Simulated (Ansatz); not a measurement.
**B3LYP/6-31G(d) (spherical functions) run of C2H5FSi (SMILES F/C=C/[SiH3])**

Aim: the vertical singlet–triplet gap of C2H5FSi at B3LYP/6-31G* (spherical functions), from 2 runs. 

The calculation is run with Ansatz 0.2.0.

91 further runs of the same task are left out: 91 set aside as unsound or not needed.

## 1. The system as given

C2H5FSi: 9 atoms, total charge 0, spin state singlet. As SMILES, `F/C=C/[SiH3]`. The coordinates come from a PBE0-D4/def2-TZVP relaxation.

Bond lengths: F1–C2 1.336 Å, C2–C3 1.322 Å, C3–Si4 1.852 Å, C2–H5 1.086 Å, C3–H6 1.087 Å, Si4–H7 1.487 Å, Si4–H8 1.487 Å, Si4–H9 1.487 Å. Some angles: F1–C2–C3 122.8°, C2–C3–Si4 121.1°, F1–C2–H5 111.4°, C3–C2–H5 125.9°, C2–C3–H6 117.6°, Si4–C3–H6 121.3°, C3–Si4–H7 110.8°, C3–Si4–H8 110.8°, C3–Si4–H9 108.6°, H7–Si4–H8 107.9°.

## 2. The energy at B3LYP/6-31G(d) (spherical functions)

Input file run.yaml:

```yaml
crystal:
  periodic: [false, false, false]
  atoms:
    - {symbol: F, position_ang: [-1.259900, 2.360900, 0.506400]}
    - {symbol: C, position_ang: [-0.578300, 1.355000, -0.048000]}
    - {symbol: C, position_ang: [-0.336700, 0.219900, 0.584900]}
    - {symbol: Si, position_ang: [0.614100, -1.145000, -0.228900]}
    - {symbol: H, position_ang: [-0.264200, 1.599600, -1.058100]}
    - {symbol: H, position_ang: [-0.716100, 0.118100, 1.598600]}
    - {symbol: H, position_ang: [1.843700, -1.465600, 0.542800]}
    - {symbol: H, position_ang: [-0.206700, -2.381600, -0.316300]}
    - {symbol: H, position_ang: [0.992500, -0.707600, -1.598500]}
basis:
  gaussian: {orbitals: 6-31G_st_-spherical.json}
hamiltonian: {xc: {name: B3LYP}}
accuracy: high
output: {orbitals: {seedname: orbitals}}
```

The basis set 6-31G* is read from a file made from the Basis Set Exchange's data (not shown).

Started as:

```sh
ansatz run run.yaml --threads 1 --pin off --max-ram 3480MiB --events-out events.jsonl --progress --plain --runs-dir runs
```

Output:

```text
Warning: RAYON_NUM_THREADS=1 ignored (pool sized by the plan → 1); use --threads N
Functional definition: B3LYP
  name "B3LYP"
  parameter a0 = 0.2
  parameter ax = 0.72
  parameter ac = 0.81
  exchange = (1 - a0 - ax)*slater_x + ax*b88_x + a0*exact_x
  correlation = (1 - ac)*vwn_rpa_c + ac*lyp_c
1634 factors; integrals over basis functions are off by at most 3.0e-9 eV
mean field evaluation 1: about -12745.0467 eV, gradient 4.0e1 eV
mean field evaluation 2: about -12742.6581 eV, gradient 4.7e1 eV
mean field evaluation 4: about -12748.7449 eV, gradient 2.6e0 eV
mean field evaluation 8: about -12748.9455 eV, gradient 1.6e-1 eV
mean field evaluation 16: about -12748.9456 eV, gradient 4.2e-5 eV
mean field -12748.94560826 eV, -468.5151095577 hartree, gradient 8.0e-9 eV, S^2 0.000000; 0 other end points of the search recorded, 0 dependent functions left out
reference -12748.94564549 eV, -468.5151109261 hartree; 20, 20 occupied and 50, 50 virtual orbitals, 1634 factors
Total energy: -12748.94564549 eV, -468.5151109261 hartree
```

Run time: 6.3 s. Hardware: 1 thread of Arm Neoverse V2, shared host; peak memory 0.21 GiB.

## 3. The triplet

run.yaml: that of step 2 with these lines changed.

```diff
@@ -13,4 +13,9 @@
 basis:
-  gaussian: {orbitals: 6-31G_st_-spherical.json}
-hamiltonian: {xc: {name: B3LYP}}
+  gaussian:
+    orbitals: 6-31G_st_-spherical.json
+magnetization:
+  spin_polarized: true
+  initial_magnetization: 2
+hamiltonian:
+  xc: {name: B3LYP}
 accuracy: high
```

The basis set 6-31G* is read from a file made from the Basis Set Exchange's data (not shown).

Started as:

```sh
ansatz run run.yaml --threads 1 --pin off --max-ram 3480MiB --events-out events.jsonl --progress --plain --runs-dir runs
```

Output (excerpt; [...] marks lines left out):

```text
Warning: RAYON_NUM_THREADS=1 ignored (pool sized by the plan → 1); use --threads N
[... 7 set-up lines as earlier in the session ...]
1634 factors; integrals over basis functions are off by at most 3.0e-9 eV
mean field evaluation 1: about -12740.4000 eV, gradient 2.7e1 eV
mean field evaluation 2: about -12737.4866 eV, gradient 3.4e1 eV
mean field evaluation 4: about -12744.2132 eV, gradient 3.3e0 eV
mean field evaluation 8: about -12744.4453 eV, gradient 1.9e-1 eV
mean field evaluation 16: about -12744.4456 eV, gradient 8.6e-5 eV
mean field -12744.44560436 eV, -468.3497374646 hartree, gradient 2.8e-8 eV, S^2 2.006439; 0 other end points of the search recorded, 0 dependent functions left out
reference -12744.44564174 eV, -468.3497388385 hartree; 21, 19 occupied and 49, 51 virtual orbitals, 1634 factors
Total energy: -12744.44564174 eV, -468.3497388385 hartree
```

Run time: 11 s. Hardware: 1 thread of Arm Neoverse V2, shared host; peak memory 0.31 GiB.

## 4. What came out

Level: B3LYP/6-31G* (spherical functions).

```
                                        quantity          value
                           singlet: total energy  -468.51511 Eh
                            singlet: HOMO energy       -7.28 eV
                            singlet: LUMO energy       -0.01 eV
                          singlet: HOMO–LUMO gap        7.27 eV
                           triplet: total energy  -468.34974 Eh
     triplet: HOMO energy (highest over α and β)       -2.80 eV
                                   triplet: ⟨S²⟩          2.006
vertical energy of the triplet above the singlet       4.500 eV
```

In words: At this shape the triplet lies 4.50 eV (104 kcal/mol) above the singlet.
